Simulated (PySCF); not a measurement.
**[CoS2]+: structure of the quintet**

The task is one start of a wider search on [CoS2]+: the quintet, built as end-on. It is relaxed, tested by its Hessian and followed downhill if it is a saddle.

The runs use PySCF 2.14.0; PBE0, basis Co def2-SVP, S def2-SVP, no relativity, density fitting.

## (1) The starting structure

3 atoms, charge 1, spin multiplicity 5.

Bond lengths: Co1–S2 2.204 Å, S2–S3 2.047 Å. Angles: Co1–S2–S3 119.9°.

Z-matrix (Å, degrees; charge 1 multiplicity 5):
```
Co
S  1 2.2042
S  2 2.0470 1 119.89
```

## (2) First SCF at the start

One driver script runs all steps and calls PySCF; scf.py shows how it sets up the SCF of each step. The optimiser is the driver's own. After this first run the driver tries any further starts and a stability analysis.

File scf.py:

```python
from pyscf import gto, scf, dft
mol = gto.M(atom='''
Co     0.000000     0.000000     0.000000
S      0.000000     0.000000     2.204200
S      1.774800     0.000000     3.224200''',
    basis={'Co': 'def2-SVP', 'S': 'def2-SVP'},
    charge=1, spin=4)
mf = dft.UKS(mol, xc='PBE0')
mf.grids.atom_grid = (50, 194)
aux = {'Co': 'def2-universal-JKFIT', 'S': 'def2-universal-JKFIT'}
mf = mf.density_fit(auxbasis=aux)
mf.conv_tol = 1e-08
mf.diis_space = 10
mf.max_cycle = 60
mf.init_guess = 'minao'
mf.verbose = 4
mf.kernel()
```

Started as:

```
> OMP_NUM_THREADS=2 python axn.py task.json out
```

Further steps of the session: Relaxing the quintet from the end-on start; Vibrations and properties at this point.

What does the calculation give? Wanted: minimum; geometry; wavenumbers; dipole moment; highest occupied, lowest empty level; polar-tensor charge of Co1; zero-point energy; ⟨S²⟩.

As calculated:

| quantity | value |
| --- | --- |
| minimum | quintet, C2v |
| geometry | Co–S 2.296 Å (×2), S–S 2.005 Å; Co–S–S 64.1° (×2), S–Co–S 51.8° |
| wavenumbers (cm⁻¹) | 230 (b2), 327 (a1), 610 (a1) |
| dipole moment (centre of mass) | 4.89 D |
| highest occupied, lowest empty level (either spin) | -12.45, -9.32 eV |
| polar-tensor charge of Co1 | +0.91 e |
| zero-point energy | 7.0 kJ/mol |
| entropy at 298.15 K | 299.5 J/(mol K) |
| ⟨S²⟩ | 6.011 |

What this shows: The end-on start (Cs) ends in a minimum of C2v symmetry. In the infrared the band at 327 cm⁻¹ (a1) leads. Most of the spin sits on Co1 (Mulliken spin 2.52, against 4 for the whole molecule). Other starts or spin states, not run here, may lie lower. One determinant may miss the lowest occupation of an open d or f shell.
